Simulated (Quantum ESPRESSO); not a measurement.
# WAu (F-43m) in Quantum ESPRESSO: a series of runs, part 2 of 2

Quantum ESPRESSO 7.5.

**3. Phonons, PBE**

The input, pw.in:

```
&CONTROL
  calculation = 'scf'
  prefix = 'pwscf'
  outdir = './tmp'
  pseudo_dir = './pseudo'
  tprnfor = .true.
  tstress = .true.
  disk_io = 'low'
/
&SYSTEM
  ibrav = 0
  nat = 2
  ntyp = 2
  ecutwfc = 76
  nbnd = 24
  occupations = 'smearing'
  smearing = 'mv'
  degauss = 0.01469973
/
&ELECTRONS
  conv_thr = 4d-10
  electron_maxstep = 120
  mixing_beta = 0.5
/
ATOMIC_SPECIES
W    183.8400 W.upf
Au   196.9666 Au.upf
CELL_PARAMETERS bohr
   0.0000000000    5.4976101390    5.4976101390
   5.4976101390    0.0000000000    5.4976101390
   5.4976101390    5.4976101390    0.0000000000
ATOMIC_POSITIONS bohr
W      0.0000000000    0.0000000000    0.0000000000
Au     8.2464152085    8.2464152085    8.2464152085
K_POINTS automatic
8 8 8 0 0 0
```

The input, relax.in:

```
&CONTROL
  calculation = 'vc-relax'
  prefix = 'pwscf'
  outdir = './tmp'
  pseudo_dir = './pseudo'
  tprnfor = .true.
  tstress = .true.
  disk_io = 'low'
  nstep = 40
  forc_conv_thr = 0.0001
  etot_conv_thr = 1d-06
/
&SYSTEM
  ibrav = 0
  nat = 2
  ntyp = 2
  ecutwfc = 76
  nbnd = 24
  occupations = 'smearing'
  smearing = 'mv'
  degauss = 0.01469973
/
&ELECTRONS
  conv_thr = 4d-10
  electron_maxstep = 120
  mixing_beta = 0.5
/
&IONS
  ion_dynamics = 'bfgs'
/
&CELL
  cell_dynamics = 'bfgs'
  press = 0
  press_conv_thr = 0.2
/
ATOMIC_SPECIES
W    183.8400 W.upf
Au   196.9666 Au.upf
CELL_PARAMETERS bohr
   0.0000000000    5.4976101390    5.4976101390
   5.4976101390    0.0000000000    5.4976101390
   5.4976101390    5.4976101390    0.0000000000
ATOMIC_POSITIONS bohr
W      0.0000000000    0.0000000000    0.0000000000
Au     8.2464152085    8.2464152085    8.2464152085
K_POINTS automatic
8 8 8 0 0 0
```

The input, scf2.in:

```
&CONTROL
  calculation = 'scf'
  prefix = 'pwscf'
  outdir = './tmp'
  pseudo_dir = './pseudo'
  tprnfor = .true.
  tstress = .true.
  disk_io = 'low'
/
&SYSTEM
  ibrav = 0
  nat = 2
  ntyp = 2
  ecutwfc = 76
  nbnd = 24
  occupations = 'smearing'
  smearing = 'mv'
  degauss = 0.01469973
/
&ELECTRONS
  conv_thr = 1d-13
  electron_maxstep = 120
  mixing_beta = 0.5
  startingpot = 'file'
  startingwfc = 'file'
/
ATOMIC_SPECIES
W    183.8400 W.upf
Au   196.9666 Au.upf
CELL_PARAMETERS bohr
   0.0000000000    5.4965362681    5.4965362681
   5.4965362681    0.0000000000    5.4965362681
   5.4965362681    5.4965362681    0.0000000000
ATOMIC_POSITIONS bohr
W      0.0000000000    0.0000000000    0.0000000000
Au     8.2448044022    8.2448044022    8.2448044022
K_POINTS automatic
8 8 8 0 0 0
```

The input, ph.in:

```
phonons of WAu
&INPUTPH
  prefix = 'pwscf'
  outdir = './tmp'
  tr2_ph = 1d-18
  fildyn = 'dyn'
  niter_ph = 90
  alpha_mix(1) = 0.4
/
0.0000000000 0.0000000000 0.0000000000
```

The input, dynmat.in:

```
&INPUT
  fildyn = 'dyn'
  asr = 'crystal'
  filout = 'dynmat.disp'
  fileig = 'dynmat.eig'
/
```

Potentials or basis: PseudoDojo 0.4.1 SR PBE standard.

Started as:

```sh
> OMP_NUM_THREADS=1 mpirun -n 4 pw.x -nk 4 -in pw.in > pw.out
> OMP_NUM_THREADS=1 mpirun -n 4 pw.x -nk 4 -in relax.in > relax.out
> OMP_NUM_THREADS=1 mpirun -n 4 pw.x -nk 4 -in scf2.in > scf2.out
> OMP_NUM_THREADS=1 mpirun -n 4 ph.x -nk 4 -in ph.in > ph.out
> OMP_NUM_THREADS=1 mpirun -n 1 dynmat.x -in dynmat.in > dynmat.out
```

pw.out:

```text
This program is part of the open-source Quantum ESPRESSO suite
     for quantum simulation of materials; please cite
[... 6 lines left out ...]
     using ibrav=0 with symmetry is DISCOURAGED, use correct ibrav instead

     K-points division:     npool     =       4
     Subspace diagonalization in iterative solution of the eigenvalue problem:
     a serial algorithm will be used

     G-vector sticks info
     --------------------
     sticks:   dense  smooth     PW     G-vecs:    dense   smooth      PW
     Sum        1261    1261    367                29627    29627    4693

     Using Slab Decomposition

     bravais-lattice index     =            0
     lattice parameter (alat)  =       7.7748  a.u.
     unit-cell volume          =     332.3164 (a.u.)^3
     number of atoms/cell      =            2
     number of atomic types    =            2
     number of electrons       =        33.00
     number of Kohn-Sham states=           24
     kinetic-energy cutoff     =      76.0000  Ry
     charge density cutoff     =     304.0000  Ry
     scf convergence threshold =      4.0E-10
     mixing beta               =       0.5000
     number of iterations used =            8  plain     mixing
[... 171 lines left out ...]

          k = 0.0000 0.0000 0.0000 (  3719 PWs)   bands (ev):

   -94.0463 -61.2796 -45.3398 -45.3398 -45.3398 -25.4580 -25.4580 -25.4580
     5.5422   7.3600   7.3600   7.4565   7.4565   7.4565  12.3357  12.3357
    12.3357  14.5984  14.5984  21.4359  24.1033  24.1435  24.1436  24.1436
[... 111 lines left out ...]
   -94.0463 -61.2805 -45.3418 -45.3411 -45.3362 -25.4735 -25.4582 -25.4553
     6.8537   7.0893   7.3089   7.5356   7.9974   8.9414  11.1073  12.9295
    13.5253  14.3226  14.6559  15.4041  16.2688  17.8571  22.7289  25.4113

          k =-0.7071 0.0000 0.0000 (  3692 PWs)   bands (ev):

   -94.0463 -61.2805 -45.3413 -45.3413 -45.3364 -25.4774 -25.4549 -25.4549
     6.8332   7.1418   7.4143   7.4143   8.0698   9.0781  10.3172  13.4459
    14.3173  14.5295  14.5295  15.7774  16.4450  16.4450  22.4110  22.9256

          k = 0.3536 0.1768 0.0000 (  3711 PWs)   bands (ev):
[... 31 lines left out ...]
   -94.0463 -61.2804 -45.3418 -45.3409 -45.3364 -25.4712 -25.4597 -25.4554
     6.9371   7.0589   7.1691   7.6980   7.8860   8.7065  11.7639  12.0799
    13.2848  14.3849  14.8447  15.5369  16.5476  18.4402  23.6394  25.6383

          k =-0.7071 0.1768-0.0000 (  3732 PWs)   bands (ev):

   -94.0463 -61.2805 -45.3416 -45.3413 -45.3362 -25.4752 -25.4571 -25.4549
     6.8641   7.0353   7.3123   7.5978   8.0205   9.0457  10.7383  12.9678
    14.1422  14.5684  14.8725  15.2213  16.1443  16.8683  23.4148  23.7012

          k =-0.7071 0.3536 0.0000 (  3704 PWs)   bands (ev):

   -94.0463 -61.2805 -45.3418 -45.3413 -45.3360 -25.4723 -25.4600 -25.4549
     6.9108   6.9710   7.2019   7.8485   7.8624   9.0131  11.6209  11.9780
    14.0462  14.6263  14.9601  15.3780  15.6137  17.0324  25.3153  25.3701

     the Fermi energy is    13.0722 ev

!    total energy              =    -447.82161326 Ry
     estimated scf accuracy    <          1.7E-11 Ry
     smearing contrib. (-TS)   =       0.00097888 Ry
     internal energy E=F+TS    =    -447.82259214 Ry

     The total energy is F=E-TS. E is the sum of the following terms:
     one-electron contribution =    -200.46932927 Ry
     hartree contribution      =     108.58811254 Ry
     xc contribution           =     -84.87831019 Ry
     ewald contribution        =    -271.06306522 Ry

     convergence has been achieved in  11 iterations

     Forces acting on atoms (cartesian axes, Ry/au):

     atom    1 type  1   force =    -0.00000000   -0.00000000   -0.00000000
     atom    2 type  2   force =     0.00000000    0.00000000    0.00000000

     Total force =     0.000000     Total SCF correction =     0.000000

     Computing stress (Cartesian axis) and pressure

          total   stress  (Ry/bohr**3)                   (kbar)     P=       -0.75
  -0.00000508  -0.00000000  -0.00000000           -0.75       -0.00       -0.00
  -0.00000000  -0.00000508  -0.00000000           -0.00       -0.75       -0.00
  -0.00000000  -0.00000000  -0.00000508           -0.00       -0.00       -0.75

=------------------------------------------------------------------------------=
   JOB DONE.
=------------------------------------------------------------------------------=
```

relax.out:

```text
This program is part of the open-source Quantum ESPRESSO suite
     for quantum simulation of materials; please cite
[... 6 lines left out ...]
     using ibrav=0 with symmetry is DISCOURAGED, use correct ibrav instead

     K-points division:     npool     =       4
[... 1371 lines left out ...]
  -0.00000006  -0.00000000  -0.00000000           -0.01       -0.00       -0.00
  -0.00000000  -0.00000006   0.00000000           -0.00       -0.01        0.00
  -0.00000000  -0.00000000  -0.00000006           -0.00       -0.00       -0.01

=------------------------------------------------------------------------------=
   JOB DONE.
=------------------------------------------------------------------------------=
```

Run time: 16 min. Hardware: 4 MPI ranks of Intel Xeon at 2.50GHz (Skylake/Cascade Lake), shared host; peak memory 0.48 GiB.

What came out:

| Property | Result |
| --- | --- |
| Free energy | -6092.9234 eV |
| Relaxed volume | 24.61 Å³/atom |
| Relaxed cell | a = 4.113 Å, b = 4.113 Å, c = 4.113 Å, α = 60.00°, β = 60.00°, γ = 60.00° |
| Space group after relaxing (to 0.05 Å) | F-43m (No. 216) |
| Pressure after relaxing | 0.0 GPa |
| Band gap on the k mesh | none (metal or under the smearing width) |
| Highest phonon frequency at Γ | 186 cm⁻¹ |

Final structure:
```
CELL_PARAMETERS angstrom
0.00000 2.90864 2.90864
2.90864 0.00000 2.90864
2.90864 2.90864 0.00000
ATOMIC_POSITIONS crystal
W 0.00000 0.00000 0.00000
Au 0.75000 0.75000 0.75000
```

Levels at points of the mesh, in eV from the Fermi level:
```
             k point  band 15  band 16  band 17  band 18  band 19  band 20
  (0.00, 0.00, 0.00)    -0.74    -0.74    -0.74     1.53     1.53     8.37
 (0.00, 0.00, -0.50)    -1.84    -0.26    -0.26     1.36     1.36     1.99
(0.00, -0.50, -0.50)    -2.76     0.37     1.25     1.46     1.46     2.71
```

Phonon frequencies in cm⁻¹ (negative: imaginary):
```tsv
q point	frequencies
(0.000, 0.000, 0.000)	0 0 0 186 186 186
```

Optical modes at Γ, degenerate ones joined:
| cm⁻¹ | components | symmetry | active in |
| --- | --- | --- | --- |
| 186 | 3 | T2 | IR and Raman |
